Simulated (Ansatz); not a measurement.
# F3H11Si4: the cost of one run

The runs use Ansatz 0.2.0, Gaussian basis; PBE0-D4, def2-SVP first, then def2-TZVP.

190 further runs of the same task are left out: 190 set aside as unsound or not needed.

## Step 1: The starting structure

The guess: 18 atoms, charge 0, spin multiplicity 1.

Atoms are counted from 1 here; the program's logs count them from 0.

Bond lengths: Si1–Si3 2.347 Å, Si1–Si4 2.343 Å, Si1–F5 1.633 Å, Si2–H10 1.470 Å, Si2–H11 1.467 Å, Si2–H12 1.468 Å, Si3–H13 1.480 Å, Si3–H14 1.459 Å, Si3–H15 1.455 Å, Si4–H16 1.465 Å, Si4–H17 1.465 Å, Si4–H18 1.468 Å, H6–F7 0.964 Å. Angles: Si3–Si1–Si4 122.1°, Si3–Si1–F5 112.0°, Si4–Si1–F5 102.2°, H10–Si2–H11 105.1°, H10–Si2–H12 105.6°, H11–Si2–H12 107.3°, Si1–Si3–H13 101.3°, Si1–Si3–H14 113.4°, Si1–Si3–H15 113.7°, H13–Si3–H14 106.3°, H13–Si3–H15 107.1°, H14–Si3–H15 113.8°, Si1–Si4–H16 114.5°, Si1–Si4–H17 108.2°, Si1–Si4–H18 111.5°, H16–Si4–H17 107.8°, H16–Si4–H18 106.9°, H17–Si4–H18 107.6°.

Coordinates:

```
Si   -0.3445   -0.3782    0.1933
Si    2.1521   -0.1930   -0.6709
Si   -1.7662    1.4564   -0.1570
Si   -0.8035   -2.4960   -0.6971
F    -0.1497   -0.7060    1.7809
H     0.1341    2.1144    2.1210
F    -0.8190    2.1898    2.2477
H     1.4966    0.8467    0.6084
F     1.4520    1.7757    1.4582
H     3.4192    0.5378   -0.5295
H     2.5046   -1.6051   -0.4897
H     1.7508   -0.0199   -2.0727
H    -2.3403    1.1300   -1.4817
H    -1.0526    2.7186   -0.3210
H    -2.8743    1.5270    0.7838
H     0.0440   -3.5702   -0.1743
H    -0.6082   -2.4357   -2.1478
H    -2.1952   -2.8923   -0.4517
```

Distances that are to change: Si1–F7 3.32 Å, H6–F9 1.51 Å, Si2–H8 1.77 Å, Si1–Si2 2.65 Å, H6–F7 0.96 Å, H8–F9 1.26 Å.

## Step 2: Constrained relaxation of the guess

hold/in.yaml

```yaml
crystal:
  periodic: [false, false, false]
  atoms:
    - {symbol: Si, position_ang: [-0.344500, -0.378200, 0.193300]}
    - {symbol: Si, position_ang: [2.152100, -0.193000, -0.670900]}
    - {symbol: Si, position_ang: [-1.766200, 1.456400, -0.157000]}
    - {symbol: Si, position_ang: [-0.803500, -2.496000, -0.697100]}
    - {symbol: F, position_ang: [-0.149700, -0.706000, 1.780900]}
    - {symbol: H, position_ang: [0.134100, 2.114400, 2.121000]}
    - {symbol: F, position_ang: [-0.819000, 2.189800, 2.247700]}
    - {symbol: H, position_ang: [1.496600, 0.846700, 0.608400]}
    - {symbol: F, position_ang: [1.452000, 1.775700, 1.458200]}
    - {symbol: H, position_ang: [3.419200, 0.537800, -0.529500]}
    - {symbol: H, position_ang: [2.504600, -1.605100, -0.489700]}
    - {symbol: H, position_ang: [1.750800, -0.019900, -2.072700]}
    - {symbol: H, position_ang: [-2.340300, 1.130000, -1.481700]}
    - {symbol: H, position_ang: [-1.052600, 2.718600, -0.321000]}
    - {symbol: H, position_ang: [-2.874300, 1.527000, 0.783800]}
    - {symbol: H, position_ang: [0.044000, -3.570200, -0.174300]}
    - {symbol: H, position_ang: [-0.608200, -2.435700, -2.147800]}
    - {symbol: H, position_ang: [-2.195200, -2.892300, -0.451700]}
basis:
  gaussian: {orbitals: def2-SVP}
hamiltonian: {xc: pbe0, dispersion: d4}
relax: {f_tol: 0.04, max_steps: 150, escape_saddle: false, constraints: [{distance: [0, 6]}, {distance: [5, 8]}, {distance: [1, 7]}, {distance: [0, 1]}, {distance: [5, 6]}, {distance: [7, 8]}]}
```

The run is started by

```console
$ ansatz run in.yaml --threads 4 --pin off --events-out ev --progress --plain --max-ram 66560MiB --backend cuda --devices 0, --max-vram 37GiB
```

**Question.** How long does this run take on 1 × a share of an NVIDIA H100 with 4 threads of AMD EPYC 7R13, shared host?

About 10 s.
